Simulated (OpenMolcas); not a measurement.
**Fe⁴⁺ among point charges: CASSCF and CASPT2 levels and susceptibility**

How does a field of 3 point charges split the states of Fe⁴⁺, and what χT follows?

The numbers are computed with OpenMolcas 26.06 (state-averaged CASSCF and CASPT2, spin-orbit coupling by RASSI with atomic mean-field integrals), except any that are marked as measured or tabulated.

## Step 1: The atom as given

| Item | Value |
| --- | --- |
| Species | Fe⁴⁺ (iron, Z = 26, 22 electrons) |
| Basis | ANO-RCC-VDZP [5s4p2d1f], 34 functions |
| Scalar Hamiltonian | DKH2, point nucleus |
| Inactive shells | 1s 2s 2p 3s 3p |
| Active space | 4 electrons in 5 orbitals (3d) |
| Some configurations of this space | 3d4 |
| Orbitals | optimised for each spin and parity, averaged over all roots |

The outer shells:

3d4
```
3d [↑ ][↑ ][↑ ][↑ ][  ]
```

The ion sits among 3 point charges of -3 e arranged as a planar triangle (D3h), 1.56 Å from the ion.

The work runs as a chain of OpenMolcas steps in one folder; each step below is one input file. Labels, J, g values, rates, χT and fits are worked out afterwards by a script from the matrices that RASSI stores.

## Step 2: Basis and integrals

a.inp reads:

```
&GATEWAY
Coord
1

Fe 0.0 0.0 0.0
Basis=ANO-RCC-VDZP
Group=NoSym
NoMove
AngMom=0.0 0.0 0.0
AMFI
XField
3 Angstrom 0
1.560000 0.000000 0.000000 -3.000000
-0.780000 1.351000 0.000000 -3.000000
-0.780000 -1.351000 0.000000 -3.000000
&SEWARD
```

Started as:

```
$ OMP_NUM_THREADS=1 MOLCAS_MEM=1689 MOLCAS_PROJECT=a pymolcas a.inp > a.log
```

## Step 3: CASSCF: quintets, 5 roots

a.inp reads:

```
&RASSCF
FileOrb=start.orb
Symmetry=1
Spin=5
nActEl=4 0 0
Inactive=9
Ras2=5
CIRoot=5 5 1
SDav=5
CIMx=300
Iter=120 100
PrWF=0.3
OrbListing=Nothing
MaxOrb=0
>>> COPY $Project.JobIph JOB001
```

start.orb holds the contracted functions of the basis, ordered by shell, or the orbitals of the step before.

## Step 4: Reference wave functions, triplets, 45 roots

a.inp reads:

```
&RASSCF
FileOrb=start.orb
Symmetry=1
Spin=3
nActEl=4 0 0
Inactive=9
Ras2=5
CIRoot=45 45 1
SDav=45
CIMx=300
Iter=120 100
PrWF=0.3
OrbListing=Nothing
MaxOrb=0
>>> COPY $Project.JobIph JOB002
```

## Step 5: CASSCF: singlets, 50 roots

a.inp reads:

```
&RASSCF
FileOrb=start.orb
Symmetry=1
Spin=1
nActEl=4 0 0
Inactive=9
Ras2=5
CIRoot=50 50 1
SDav=50
CIMx=300
Iter=120 100
PrWF=0.3
OrbListing=Nothing
MaxOrb=0
>>> COPY $Project.JobIph JOB003
```

## Step 6: State interaction with spin-orbit coupling

a.inp reads:

```
&RASSI
NrOfJobIphs=3 5 45 50
1 2 3 4 5
1 2 3 4 5 6 7 8 9 10 11 12 13 14 15 16 17 18 19 20 21 22 23 24 25 26 27
28 29 30 31 32 33 34 35 36 37 38 39 40 41 42 43 44 45
1 2 3 4 5 6 7 8 9 10 11 12 13 14 15 16 17 18 19 20 21 22 23 24 25 26 27
28 29 30 31 32 33 34 35 36 37 38 39 40 41 42 43 44 45 46 47 48 49 50
IphNames
JOB001
JOB002
JOB003
EJob
SpinOrbit
DIPRint=1.0
SOCoupling=1000.0
Subsets=2
Property=9
'ANGMOM' 1 'ANGMOM' 2 'ANGMOM' 3 'MLTPL  1' 1 'MLTPL  1' 2 'MLTPL  1' 3
'AMFI' 1 'AMFI' 2 'AMFI' 3
SOProperty=3
'ANGMOM' 1 'ANGMOM' 2 'ANGMOM' 3
```

## Step 7: CASPT2: IPEA 0.25, imaginary shift 0.1 (closed shells correlated: 3s 3p)

a.inp reads:

```
>>> COPY JOB001 $Project.JobIph
&CASPT2
Multistate=5 1 2 3 4 5
NoMult
Frozen=5
IPEA=0.25
Imaginary=0.1
MaxIter=60
WThr=0.0 0.3 0.05
PrWF=0.5
NoMix
>>> COPY JOB002 $Project.JobIph
&CASPT2
Multistate=45 1 2 3 4 5 6 7 8 9 10 11 12 13 14 15 16 17 18 19 20 21 22
23 24 25 26 27 28 29 30 31 32 33 34 35 36 37 38 39 40 41 42 43 44 45
NoMult
Frozen=5
IPEA=0.25
Imaginary=0.1
MaxIter=60
WThr=0.0 0.3 0.05
PrWF=0.5
NoMix
>>> COPY JOB003 $Project.JobIph
&CASPT2
Multistate=50 1 2 3 4 5 6 7 8 9 10 11 12 13 14 15 16 17 18 19 20 21 22
23 24 25 26 27 28 29 30 31 32 33 34 35 36 37 38 39 40 41 42 43 44 45 46
47 48 49 50
NoMult
Frozen=5
IPEA=0.25
Imaginary=0.1
MaxIter=60
WThr=0.0 0.3 0.05
PrWF=0.5
NoMix
```

(Steps that only read results are left out.)

Before running it: what results should come out? Wanted: spin-free ground state; first state of the same spin within the active space; lowest level; next level.

**Answer**, as computed:

```
                                            quantity                                                                        value
                                              method  SS-CASPT2, IPEA 0.25, imaginary shift 0.1 (closed shells correlated: 3s 3p)
                              spin-free ground state                                               5E, 2-fold in its orbital part
first state of the same spin within the active space                                                             5E at 17300 cm⁻¹
                                        lowest level                                                                    1-fold A1
                                          next level                                                                     0.2 cm⁻¹
                                         χT at 300 K                                                               1.64 cm³ K/mol
                           effective moment at 300 K                                                                      3.62 μB
```

Cost by method:

```csv
method,time of its own steps,time with the reference
A. CASSCF,25 s,25 s
"B. SS-CASPT2, IPEA 0.25, imaginary shift 0.1, +3s 3p",9.4 s,34 s
```

Times are of one thread on a shared host.

The spin-free ground state (5E) comes to 100 % from free-ion D terms and keeps the highest spin of the shell. χT at 300 K is 1.64, against 3.01 cm³ K/mol for the spin alone, so spin-orbit coupling lowers it. An active space of the d shell alone favours high spin; real ions in strong fields can be low spin. CASPT2 does not keep the components of a term degenerate, and the means are used. The field of point charges can differ much from that of real complexes. With metal d orbitals alone active, the gaps between spin states are rough; where two lie within a few thousand cm-1, their order is open. Point charges carry no covalency, so the field is a model and not that of real ligands.
